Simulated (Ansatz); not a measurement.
**AlBrH4N2: single point in a Gaussian basis from a Python script**

A script is to give a single point in a Gaussian basis; the system is AlBrH4N2.

Computed with Ansatz 0.2.0, driven from Python. Level of theory: MP2/cc-pVDZ.

## (1) The structure

Bond lengths: N1–Al2 1.875 Å, Al2–N3 1.890 Å, Al2–Br4 2.342 Å, N1–H5 1.104 Å, N1–H6 1.078 Å, N3–H7 1.105 Å, N3–H8 1.021 Å. Angles: N1–Al2–N3 119.1°, N1–Al2–Br4 121.1°, N3–Al2–Br4 119.7°, Al2–N1–H5 106.2°, Al2–N1–H6 108.6°, H5–N1–H6 101.7°, Al2–N3–H7 106.8°, Al2–N3–H8 108.5°, H7–N3–H8 102.9°.

No structure file is read: the coordinates are typed or built in the script.

## (2) The script

energy.py reads:

```python
"""Single point of AlBrH4N2 in a Gaussian basis."""

import ansatz as az
import numpy as np

SETTINGS = {
    "basis": "cc-pVDZ",
    "method": "MP2",
}

GEOMETRY = """
N     0.03040    1.70070   -0.02970
Al   -0.15650   -0.14150   -0.32720
N     0.41350   -1.35170    1.00730
Br   -0.98980   -0.95960   -2.35710
H    -0.44320    2.20130   -0.89240
H    -0.62540    1.98690    0.77650
H     1.49930   -1.19390    1.13820
H     0.36390   -2.29910    0.62860
"""

molecule = az.Crystal.molecule()
for line in GEOMETRY.strip().splitlines():
    symbol, *xyz = line.split()
    molecule = molecule.atom(symbol, [float(v) for v in xyz])

base = (
    molecule.calculation()
    .basis(gaussian=SETTINGS["basis"])
    .correlation(SETTINGS["method"])
    .forces()
)
report = base.session().plan(threads=1).execute().report

print("reference energy %16.6f eV" % report["reference_energy_ev"])
print("total energy     %16.6f eV" % report["free_energy_ev"])
print("occupied orbitals outside the frozen core (up, down):", report["n_occupied"], " frozen:", report["n_frozen"], " virtual:", report["n_virtual"])

parts = report["correlation"]
for name in ("random_phase", "coupled_cluster", "perturbative"):
    if name in parts:
        print(f"{name:16s} {parts[name]['energy']['hartree']:12.7f} Ha")
if "second_order" in parts:
    pair = parts["second_order"]
    print(f"MP2 same spin {pair['same_spin']['hartree']:.7f} Ha, opposite spin {pair['opposite_spin']['hartree']:.7f} Ha")

field = report["mean_field"]
print("<S^2> =", round(abs(field["state"]["spin_squared"]), 4), " all-electron relativity setting:", field["relativity"])
print("passes:", field["passes"])
if "symmetry" in field:
    print("occupied orbitals by irrep:", field["symmetry"]["occupied"])

symbols = [site.symbol for site in molecule.cartesian_sites]
forces = np.array(report["forces_ev_ang"])
print("largest force", round(float(np.linalg.norm(forces, axis=1).max()), 4), "eV/A, rms", round(float(np.sqrt((forces ** 2).mean())), 4))

charges = report["charge_distribution"]
dipole = np.array(charges["dipole_moment_e_ang"]) * 4.803205
print("dipole (D): {:.3f} {:.3f} {:.3f}, length {:.3f}".format(*dipole, np.linalg.norm(dipole)))
print("atom  Mulliken   Lowdin")
for symbol, m, l in zip(symbols, charges["mulliken_charges_e"], charges["lowdin_charges_e"]):
    print(f"{symbol:4s} {m:9.3f} {l:8.3f}")
```

## (3) The run

Run with:

```sh
> python energy.py
```

Standard output:

```text
reference energy    -79610.978577 eV
total energy        -79625.826421 eV
occupied orbitals outside the frozen core (up, down): [17, 17]  frozen: 16  virtual: [60, 60]
MP2 same spin -0.1417061 Ha, opposite spin -0.4039421 Ha
<S^2> = 0.0  all-electron relativity setting: none
passes: {'evaluations': 10, 'products': 35}
occupied orbitals by irrep: [{'A': 33}, {'A': 33}]
largest force 2.9451 eV/A, rms 1.1896
dipole (D): 0.198 0.426 0.709, length 0.851
atom  Mulliken   Lowdin
N       -0.437    0.033
Al       0.632   -0.402
N       -0.424    0.052
Br      -0.298    0.157
H        0.138    0.056
H        0.135    0.043
H        0.137    0.062
H        0.119   -0.002
```

Wall time 4.1 s (1 thread of Intel Xeon 6975P-C (Granite Rapids), shared host); peak memory 0.28 GiB.

Lines on the test bed's own set-up are left out of the output.

## (4) What the engine kept of the run

From the engine's report, whether the script printed it or not:

```
                              item         value
                 SCF cycles in all            13
orbitals (without the frozen core)            77
                 total energy (eV)  -79625.82642
```

## (5) The same input on the command line

Run from a file, the same calculation prints its log.

input.yaml reads:

```yaml
crystal:
  periodic: [false, false, false]
  atoms:
    - { symbol: "N", position_ang: [0.0304, 1.7007, -0.0297] }
    - { symbol: Al, position_ang: [-0.1565, -0.1415, -0.3272] }
    - { symbol: "N", position_ang: [0.4135, -1.3517, 1.0073] }
    - { symbol: Br, position_ang: [-0.9898, -0.9596, -2.3571] }
    - { symbol: H, position_ang: [-0.4432, 2.2013, -0.8924] }
    - { symbol: H, position_ang: [-0.6254, 1.9869, 0.7765] }
    - { symbol: H, position_ang: [1.4993, -1.1939, 1.1382] }
    - { symbol: H, position_ang: [0.3639, -2.2991, 0.6286] }
basis:
  gaussian: { orbitals: cc-pVDZ }
correlation:
  method: mp2
output:
  forces: true
```

Run with:

```sh
> ansatz run input.yaml --threads 1 --pin off --max-ram 4096MiB --backend cpu --events-out ev --progress --plain --runs-dir out
```

Standard output (excerpt; [...] marks lines left out):

```text
Warning: RAYON_NUM_THREADS=1 ignored (pool sized by the plan → 1); use --threads N
[...]
Functional definition: HF
[...]
945 factors; integrals over basis functions are off by at most 1.3e-3 eV
[...]
mean field -79610.97857696 eV, -2925.6495004440 hartree, gradient 2.7e-6 eV, S^2 0.000000; 0 other end points of the search recorded, 0 dependent functions left out
16 core orbitals not correlated: weight in the atoms' cores, before any rotation towards them, 1.000 or more for the frozen orbitals, at most 0.000 for the correlated occupied ones
reference -79610.97857696 eV, -2925.6495004440 hartree; 17, 17 occupied and 60, 60 virtual orbitals, 945 factors
second order -14.84784416 eV of doubles, -0.00000000 eV of singles
[...]
Total energy: -79625.82642112 eV, -2926.1951486526 hartree
Atom 0 at     0.030400     1.700700    -0.029700 Å, force    -2.694502     0.601831    -1.025302 eV/Å
Atom 1 at    -0.156500    -0.141500    -0.327200 Å, force     0.382737    -0.055266     0.598742 eV/Å
Atom 2 at     0.413500    -1.351700     1.007300 Å, force     2.290828     1.298646    -0.837906 eV/Å
Atom 3 at    -0.989800    -0.959600    -2.357100 Å, force     0.199970     0.243155     0.551740 eV/Å
Atom 4 at    -0.443200     2.201300    -0.892400 Å, force     1.203991    -1.011391     1.997702 eV/Å
Atom 5 at    -0.625400     1.986900     0.776500 Å, force     1.263490    -0.430738    -1.227170 eV/Å
Atom 6 at     1.499300    -1.193900     1.138200 Å, force    -2.600508    -0.316655    -0.118688 eV/Å
Atom 7 at     0.363900    -2.299100     0.628600 Å, force    -0.046006    -0.329582     0.060882 eV/Å
Dipole moment:     0.041130     0.088699     0.147695 e Å
```

Wall time 3.3 s (1 thread of Intel Xeon 6975P-C (Granite Rapids), shared host); peak memory 0.21 GiB.

Script and command line differ by 0.000 meV in the energy.

## (6) Results

| quantity | value |
| --- | --- |
| total energy | -79625.8264 eV |
| largest force | 2.945 eV/Å |
| dipole moment | 0.85 D |

**Reading.** Forces reach 2.95 eV/Å, so the atoms aren't at rest. The geometry is a force-field or estimated start, not a minimum of this method, and the basis set is short of its limit. The Löwdin charges here are taken after orthogonalising the functions within each atom; they differ from plain Löwdin charges, and their signs can be unphysical.
